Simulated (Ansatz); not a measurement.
**NbSn (L11 type): how the settings move a single-point run**

Question: which choices in the input matter for NbSn (L11 type)?

Method: reference: DFT, PBE, PAW with Ansatz's default frozen-core files, scalar-relativistic, in Ansatz 0.2.0.

6 further runs of the same task are left out: 6 that didn't finish.

**1. The system as given**

It takes space group R-3m (No. 166, trigonal). Conventional cell: a = 3.145 Å, b = 3.145 Å, c = 14.274 Å, α = 90.00°, β = 90.00°, γ = 120.00°. Nb (site symmetry -3m) is surrounded by 6 Sn at 2.99 Å and 6 Nb at 3.15 Å. Around Sn (site symmetry -3m) lie 6 Nb at 2.99 Å and 6 Sn at 3.15 Å.

As a file:

```cif
data_structure
_symmetry_space_group_name_H-M 'R-3m:H'
_symmetry_Int_Tables_number 166
_cell_length_a 3.1451
_cell_length_b 3.1451
_cell_length_c 14.2744
_cell_angle_alpha 90.000
_cell_angle_beta 90.000
_cell_angle_gamma 120.000
_cell_volume 122.28
loop_
_atom_site_label
_atom_site_type_symbol
_atom_site_symmetry_multiplicity
_atom_site_Wyckoff_symbol
_atom_site_fract_x
_atom_site_fract_y
_atom_site_fract_z
_atom_site_occupancy
Nb1 Nb 3 a 0.00000 0.00000 0.00000 1
Sn1 Sn 3 b 0.66667 0.33333 0.83333 1
```

**2. Reference**

File input.yaml:

```yaml
crystal:
  lattice:
    - [1.5725394942, -0.9079061003, 4.7581416149]
    - [0.0, 1.8158122006, 4.7581416149]
    - [-1.5725394942, -0.9079061003, 4.7581416149]
  atoms:
    - { symbol: Nb, position: [0.0, 0.0, 0.0] }
    - { symbol: Sn, position: [0.5, 0.5, 0.5] }
kpoints:
  mp_grid: { grid: [16, 16, 16] }
scf:
  occupations: { method: fermi_dirac, width: 0.03 }
hamiltonian:
  xc: pbe
  pseudopotentials: { kind: paw }
output:
  forces: true
  stress: true
  eigenvalues: true
  efg: { contact_densities: true }
basis:
  ecutwfc: 350
```

Started as:

```sh
> ansatz run input.yaml --threads 1 --pin off --max-ram 2048MiB --backend cpu --events-out ev --progress --plain --runs-dir out
```

**3. Changing settings: ecutrho_ratio 12**

input.yaml, as its differences from that of step 2:

```diff
@@ -22 +22,2 @@
   ecutwfc: 350
+  ecutrho_ratio: 12
```

What does the calculation give? Wanted: for each run, ending; energy change; pressure; gap; force.

**Answer**, as computed:

| run | ending | energy change | pressure (GPa) | gap (eV) | force (eV/Å) | cycles | time |
| --- | --- | --- | --- | --- | --- | --- | --- |
| reference | converged | 0 | 0.1 | 0.00 | 0.00 | 6 | 11 s |
| 1: ecutrho_ratio 12 | converged | 0.0 meV/atom | 0.1 | 0.00 | 0.00 | 6 | 10 s |

Residual by cycle in the longest SCF loop of each run; runs are numbered as in the table. The quantity is the density residual dr2, in eV.

```
cycle  reference    run 1
    1    0.00775  0.00776
    2    0.00145  0.00145
    3     6.8e-5   6.8e-5
    4     1.9e-6   1.9e-6
    5     4.2e-7   4.2e-7
    6     1.5e-8   1.5e-8
```

Changing the numerical grids hardly moves the energy: 0.0 meV/atom.
